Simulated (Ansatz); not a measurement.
## AsF₂H₄NSi, SMILES N[Si](F)(F)[AsH2]: vertical spin-state energies, step by step

With Ansatz 0.2.0, Python API.

Run as a notebook:

**Cell 1**
```python
import ansatz as az
from ase import Atoms
```

**Cell 2**
```python
BASIS = "cc-pVDZ"
XC = "r2scan0"

atoms = Atoms(["N", "Si", "F", "F", "As", "H", "H", "H", "H"], positions=[
    (1.3607, 0.4647, 0.0097),
    (-0.1975, -0.0998, -0.7543),
    (-0.7301, 0.9801, -1.9643),
    (0.1629, -1.6003, -1.4439),
    (-1.8439, -0.2864, 0.8483),
    (1.609, -0.1905, 0.6966),
    (2.0669, 0.5211, -0.7471),
    (-1.4693, 1.1496, 1.4405),
    (-0.8701, -0.9848, 1.8974),
])
asf2h4nsi = az.Crystal.molecule_from_ase(atoms)
```

**Cell 3**
```python
calc = (
    asf2h4nsi.calculation()
    .basis(gaussian=BASIS)
    .functional(XC)
    .scf(lower_state_search="off")
)
found = {}
for unpaired in [0, 2]:
    report = calc.spin("collinear", total=unpaired).run(threads=1, backend="cpu").report
    s = unpaired / 2
    found[unpaired] = report["free_energy_ev"]
    print(f"2S+1 = {unpaired + 1}: E = {found[unpaired]:.5f} eV, <S^2> = {abs(report['mean_field']['state']['spin_squared']):.3f} (pure state {s * (s + 1):.2f})")
lowest = min(found, key=found.get)
for unpaired, e in found.items():
    print(f"multiplicity {unpaired + 1}: {23.060548 * (e - found[lowest]):.1f} kcal/mol above the lowest")
```
Output:
```text
2S+1 = 1: E = -75705.57098 eV, <S^2> = 0.000 (pure state 0.00)
2S+1 = 3: E = -75700.17815 eV, <S^2> = 2.009 (pure state 2.00)
multiplicity 1: 0.0 kcal/mol above the lowest
multiplicity 3: 124.4 kcal/mol above the lowest
```

In order: multiplicity 1 (+0.00 eV) and multiplicity 3 (+5.39 eV), all at the one geometry.

These settings explore the input space; basis and method may be short of convergence. The geometry is a force-field or estimated start, not a minimum of this method, and the basis set is short of its limit. All parts are taken at fixed geometry, without zero-point energy. Timing: 17 s on 1 thread of Intel(R) Xeon(R) 6975P-C (Granite Rapids), with other jobs on the host, peak memory 0.35 GiB.

(Lines on the test bed's own set-up are left out of the output.)
